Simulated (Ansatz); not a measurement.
# CH4GeI radical: geometry optimisation

Aim: relax CH4GeI radical at this level.

Computed with Ansatz 0.2.0. Level: UKS PBE0-D4/def2-TZVP.

## Step 1: The starting structure

SMILES `[CH3][GeH][I]`, 7 atoms, charge 0, spin multiplicity 2.

Atoms are counted from 1 here; the program's logs count them from 0.

Bond lengths: C1–Ge2 1.982 Å, C1–H4 1.109 Å, C1–H5 1.106 Å, C1–H6 1.108 Å, Ge2–I3 2.558 Å, Ge2–H7 1.573 Å. Angles: Ge2–C1–H4 108.9°, Ge2–C1–H5 110.3°, Ge2–C1–H6 109.2°, H4–C1–H5 109.4°, H4–C1–H6 109.5°, H5–C1–H6 109.6°, C1–Ge2–I3 108.4°, C1–Ge2–H7 110.3°, I3–Ge2–H7 105.5°.

As a file:

```xyz
7
CH4GeI
C    -0.8032    0.3883   -0.2689
Ge    0.7276   -0.8707   -0.2294
I     1.4049   -1.2423    2.2088
H    -0.4933    1.3452    0.1974
H    -1.6596   -0.0322    0.2905
H    -1.0990    0.5687   -1.3216
H     1.9838   -0.2250   -0.9224
```

## Step 2: Relaxation

Input file input.yaml:

```yaml
crystal:
  periodic: [false, false, false]
  atoms:
    - { symbol: C, position_ang: [-0.803182, 0.388297, -0.268948] }
    - { symbol: Ge, position_ang: [0.727574, -0.8707, -0.229449] }
    - { symbol: I, position_ang: [1.404923, -1.242331, 2.208821] }
    - { symbol: H, position_ang: [-0.493251, 1.34522, 0.197354] }
    - { symbol: H, position_ang: [-1.659647, -0.032229, 0.290477] }
    - { symbol: H, position_ang: [-1.09895, 0.568655, -1.321567] }
    - { symbol: H, position_ang: [1.983833, -0.225012, -0.922388] }
magnetization:
  spin_polarized: true
  initial_magnetization: 1
basis:
  gaussian: { orbitals: def2-TZVP }
hamiltonian:
  xc: pbe0
  dispersion: d4
output:
  forces: true
relax:
  f_tol: 0.003
  max_steps: 120
```

Launch:

```sh
$ ansatz run input.yaml --threads 1 --pin off --max-ram 2560MiB --backend cpu --events-out ev --progress --plain --runs-dir out
```

Before running it: what results should come out? Wanted: energy gained; root mean square move; dipole moment.

As calculated:

| quantity | value |
| --- | --- |
| energy gained | 0.0272 eV |
| root mean square move | 0.022 Å |
| dipole moment | 2.13 D |

**Reading.** Bond lengths: C1–Ge2 1.960 Å, C1–H4 1.092 Å, C1–H5 1.089 Å, C1–H6 1.091 Å, Ge2–I3 2.525 Å, Ge2–H7 1.553 Å. Angles: Ge2–C1–H4 109.0°, Ge2–C1–H5 110.1°, Ge2–C1–H6 109.4°, H4–C1–H5 109.4°, H4–C1–H6 109.4°, H5–C1–H6 109.6°, C1–Ge2–I3 108.6°, C1–Ge2–H7 111.4°, I3–Ge2–H7 106.4°. No frequencies were computed here.
